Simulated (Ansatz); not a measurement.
**YbS (PtS type): how the settings move a single-point run**

Question: which choices in the input matter for YbS (PtS type)?

Method: reference: DFT PBEsol, scalar-relativistic, plane waves, PAW, in Ansatz 0.2.0.

2 further runs of the same task are left out: 2 that didn't finish.

## (1) The system as given

It takes space group P4_2/mmc (No. 131, tetragonal). The conventional cell has a = 3.980 Å, b = 3.980 Å, c = 7.182 Å, α = 90.00°, β = 90.00°, γ = 90.00°. Yb (site symmetry mmm) is surrounded by 4 S at 2.68 Å. S (site symmetry -4m2) has 4 Yb at 2.68 Å as nearest neighbours.

Coordinates:

```cif
data_structure
_symmetry_space_group_name_H-M 'P 1'
_symmetry_Int_Tables_number 1
_cell_length_a 3.9804
_cell_length_b 3.9804
_cell_length_c 7.1824
_cell_angle_alpha 90.000
_cell_angle_beta 90.000
_cell_angle_gamma 90.000
_cell_volume 113.79
loop_
_atom_site_label
_atom_site_type_symbol
_atom_site_fract_x
_atom_site_fract_y
_atom_site_fract_z
_atom_site_occupancy
Yb1 Yb 0.00000 0.50000 0.00000 1
Yb2 Yb 0.50000 0.00000 0.50000 1
S1 S 0.00000 0.00000 0.25000 1
S2 S 0.00000 0.00000 0.75000 1
```

## (2) Baseline

Contents of input.yaml:

```yaml
crystal:
  lattice:
    - [3.9803728106, 0.0, 0.0]
    - [0.0, 3.9803728106, 0.0]
    - [0.0, 0.0, 7.1823653789]
  atoms:
    - { symbol: Yb, position: [0.0, 0.5, 0.0] }
    - { symbol: Yb, position: [0.5, 0.0, 0.5] }
    - { symbol: S, position: [0.0, 0.0, 0.25] }
    - { symbol: S, position: [0.0, 0.0, 0.75] }
basis:
  ecutwfc: 420
  ecutrho_ratio: 4
kpoints:
  mp_grid: { grid: [8, 8, 6] }
  band_path:
    path:
      - [[0.0, 0.0, 0.0], [0.0, 0.5, 0.0], [0.5, 0.5, 0.0], [0.0, 0.0, 0.0], [0.0, 0.0, 0.5], [0.0, 0.5, 0.5], [0.5, 0.5, 0.5], [0.0, 0.0, 0.5]]
      - [[0.0, 0.5, 0.0], [0.0, 0.5, 0.5]]
      - [[0.5, 0.5, 0.0], [0.5, 0.5, 0.5]]
    npoints: 14
hamiltonian:
  xc: pbesol
scf:
  occupations: { method: gaussian, width: 0.05 }
  n_extra_bands: 19
output:
  forces: true
  stress: true
  eigenvalues: true
  populations: true
  hubbard: { sites: [{ species: Yb, l: f }] }
  dos: { projected: true, de: 0.02, nscf_kmesh: { grid: [12, 12, 9] } }
  bader: false
  write_density: true
  write_potential: true
  elf: true
  volumetric_format: npy
```

Command:

```
> ansatz run input.yaml --threads 4 --pin off --max-ram 4096MiB --backend cpu --events-out ev --progress --plain --runs-dir out
```

## (3) Changed: xc_grid 4, occupations.width 0.1

Contents of input.yaml:

```yaml
crystal:
  lattice:
    - [3.9803728106, 0.0, 0.0]
    - [0.0, 3.9803728106, 0.0]
    - [0.0, 0.0, 7.1823653789]
  atoms:
    - { symbol: Yb, position: [0.0, 0.5, 0.0] }
    - { symbol: Yb, position: [0.5, 0.0, 0.5] }
    - { symbol: S, position: [0.0, 0.0, 0.25] }
    - { symbol: S, position: [0.0, 0.0, 0.75] }
basis:
  ecutwfc: 420
  ecutrho_ratio: 4
  xc_grid: 4
kpoints:
  mp_grid: { grid: [8, 8, 6] }
hamiltonian:
  xc: pbesol
scf:
  occupations: { method: gaussian, width: 0.1 }
output:
  forces: true
  stress: true
```

## (4) Changed: accuracy low

Contents of input.yaml:

```yaml
crystal:
  lattice:
    - [3.9803728106, 0.0, 0.0]
    - [0.0, 3.9803728106, 0.0]
    - [0.0, 0.0, 7.1823653789]
  atoms:
    - { symbol: Yb, position: [0.0, 0.5, 0.0] }
    - { symbol: Yb, position: [0.5, 0.0, 0.5] }
    - { symbol: S, position: [0.0, 0.0, 0.25] }
    - { symbol: S, position: [0.0, 0.0, 0.75] }
basis:
  ecutwfc: 420
  ecutrho_ratio: 4
kpoints:
  mp_grid: { grid: [8, 8, 6] }
hamiltonian:
  xc: pbesol
scf:
  occupations: { method: gaussian, width: 0.05 }
output:
  forces: true
  stress: true
  write_density: true
  write_potential: true
  elf: true
  volumetric_format: npy
accuracy: low
```

## (5) Changing settings: starting moments, spin_polarized true

Contents of input.yaml:

```yaml
crystal:
  lattice:
    - [3.9803728106, 0.0, 0.0]
    - [0.0, 3.9803728106, 0.0]
    - [0.0, 0.0, 7.1823653789]
  atoms:
    - { symbol: Yb, position: [0.0, 0.5, 0.0], spin: -0.5 }
    - { symbol: Yb, position: [0.5, 0.0, 0.5], spin: -0.5 }
    - { symbol: S, position: [0.0, 0.0, 0.25], spin: -2.0 }
    - { symbol: S, position: [0.0, 0.0, 0.75], spin: 1.0 }
basis:
  ecutwfc: 420
  ecutrho_ratio: 4
kpoints:
  mp_grid: { grid: [8, 8, 6] }
hamiltonian:
  xc: pbesol
scf:
  occupations: { method: gaussian, width: 0.05 }
output:
  forces: true
  stress: true
magnetization:
  spin_polarized: true
```

## (6) Variant: occupations.method fermi_dirac, occupations.width 0.001

Contents of input.yaml:

```yaml
crystal:
  lattice:
    - [3.9803728106, 0.0, 0.0]
    - [0.0, 3.9803728106, 0.0]
    - [0.0, 0.0, 7.1823653789]
  atoms:
    - { symbol: Yb, position: [0.0, 0.5, 0.0] }
    - { symbol: Yb, position: [0.5, 0.0, 0.5] }
    - { symbol: S, position: [0.0, 0.0, 0.25] }
    - { symbol: S, position: [0.0, 0.0, 0.75] }
basis:
  ecutwfc: 420
  ecutrho_ratio: 4
kpoints:
  mp_grid: { grid: [8, 8, 6] }
hamiltonian:
  xc: pbesol
scf:
  occupations: { method: fermi_dirac, width: 0.001 }
output:
  forces: true
  stress: true
```

## (7) Variant: mp_grid.grid [3, 3, 2]

Contents of input.yaml:

```yaml
crystal:
  lattice:
    - [3.9803728106, 0.0, 0.0]
    - [0.0, 3.9803728106, 0.0]
    - [0.0, 0.0, 7.1823653789]
  atoms:
    - { symbol: Yb, position: [0.0, 0.5, 0.0] }
    - { symbol: Yb, position: [0.5, 0.0, 0.5] }
    - { symbol: S, position: [0.0, 0.0, 0.25] }
    - { symbol: S, position: [0.0, 0.0, 0.75] }
basis:
  ecutwfc: 420
  ecutrho_ratio: 4
kpoints:
  mp_grid: { grid: [3, 3, 2] }
hamiltonian:
  xc: pbesol
scf:
  occupations: { method: gaussian, width: 0.05 }
output:
  forces: true
  stress: true
  write_density: true
  write_potential: true
  elf: true
  volumetric_format: npy
```

Q: Predict the outcome of this session. Wanted: for each run, ending; energy change; pressure; gap; abs. moment; force.

The runs gave:

| run | ending | energy change | pressure (GPa) | gap (eV) | abs. moment (μB) | force (eV/Å) | cycles | time |
| --- | --- | --- | --- | --- | --- | --- | --- | --- |
| reference | converged | 0 | 0.0 | 0.00 | 0.00 | 0.00 | 10 | 33 s |
| 1: xc_grid 4, occupations.width 0.1 | converged | +0.1 meV/atom (σ→0) | 0.0 | 0.00 | 0.00 | 0.00 | 10 | 7.9 s |
| 2: accuracy low | converged | 0.0 meV/atom | 0.0 | 0.00 | 0.00 | 0.00 | 9 | 10 s |
| 3: starting moments, spin_polarized true | converged | -0.1 meV/atom | 0.0 | 0.00 | 0.22 | 0.00 | 17 | 52 s |
| 4: occupations.method fermi_dirac, occupations.width 0.001 | converged | +0.1 meV/atom (σ→0) | 0.0 | 0.00 | 0.00 | 0.00 | 12 | 8.9 s |
| 5: mp_grid.grid [3, 3, 2] | converged | 0.0 meV/atom | 0.1 | 0.00 | 0.00 | 0.00 | 9 | 1.6 s |

Times don't compare one to one where runs were asked for different outputs or read a saved state (see the inputs); cycles may leave out searches for a lower state.

Residual by cycle in the longest SCF loop of each run; runs are numbered as in the table. The quantity is the density residual dr2, in eV.

| cycle | reference | run 1 | run 2 | run 3 | run 4 | run 5 |
| --- | --- | --- | --- | --- | --- | --- |
| 1 | 0.129 | 0.105 | 0.13 | 2.46 | 0.144 | 0.0719 |
| 2 | 0.0157 | 0.0201 | 0.0102 | 1.93 | 0.0321 | 0.051 |
| 4 | 0.0155 | 0.00894 | 0.00449 | 0.334 | 0.0208 | 0.0215 |
| 5 | 0.00503 | 0.00544 | 2.5e-4 | 0.114 | 0.0067 | 0.00766 |
| 7 | 9.2e-6 | 1.7e-5 | 5.2e-6 | 0.00114 | 6.8e-4 | 1.6e-5 |
| 8 | 3.1e-6 | 9.9e-6 | 7.5e-7 | 1.2e-4 | 6.5e-6 | 2.5e-7 |
| 10 | 1.8e-8 | 2.0e-8 | - | 3.3e-6 | 2.5e-6 | - |
| 11 | - | - | - | 2.1e-7 | 4.2e-7 | - |
| 13 | - | - | - | 2.7e-8 | - | - |
| 14 | - | - | - | 4.4e-8 | - | - |
| 16 | - | - | - | 4.4e-9 | - | - |
| 17 | - | - | - | 1.8e-10 | - | - |

**Reading.** No change moves the result by more than the table shows.
